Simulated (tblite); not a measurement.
# C6H12BFO: the cost of one run

Computed with tblite 0.8.0 and PySCF 2.14.0, with density-fitted response routines of our own, on a single molecule in the gas phase. Atoms are numbered from 0 throughout.

### Step 1. Starting geometry

21 atoms, charge 0, multiplicity 1; geometry from: force field or distance geometry start.

Bonds of the start (Å): C0–O1 1.42, O1–C2 1.38, C2–C3 1.46, C2–C4 1.35, C4–C5 1.48, C5–C6 1.53, C5–B7 1.60, B7–F8 1.45, C0–H9 1.12, C0–H10 1.11, C0–H11 1.11, C3–H12 1.14, C3–H13 1.10, C3–H14 1.10, C4–H15 1.10, C5–H16 1.09, C6–H17 1.12, C6–H18 1.10, C6–H19 1.10, B7–H20 1.18.

### Step 2. Relaxing the molecule with GFN2-xTB

What the job is given:

```
{"job": {"kind": "relax", "xc": "GFN2-xTB", "basis": "xTB"}, "charge": 0, "multiplicity": 1}
C      2.861400     1.082900     0.318700
O      2.171000     0.535100    -0.800100
C      1.008200    -0.201600    -0.657400
C      0.888000    -1.639000    -0.905100
C     -0.079000     0.507900    -0.287900
C     -1.416500    -0.098600    -0.111900
C     -2.502000     0.982400    -0.122100
B     -1.435200    -0.903600     1.270300
F     -2.582800    -1.727300     1.606100
H      3.763300     1.617500    -0.067000
H      3.211100     0.257200     0.980400
H      2.161100     1.762300     0.837800
H      0.463600    -2.168100     0.010800
H      0.214400    -1.895600    -1.735500
H      1.887000    -2.028600    -1.128100
H      0.033000     1.589700    -0.114400
H     -1.698100    -0.790100    -0.912300
H     -3.070100     0.938200    -1.085500
H     -3.175400     0.846400     0.740200
H     -1.978800     1.943000    -0.004300
H     -0.733000    -0.593200     2.166800
```

Run with:

```sh
$ OMP_NUM_THREADS=1 python probes_run.py task.json out
```

One launch serves the whole session: the jobs run in the order shown.

Q: Estimate the wall time and peak memory of this first job on 1 thread of Arm Neoverse V1, shared host.

About 1.4 s, with a peak of 0.18 GiB.
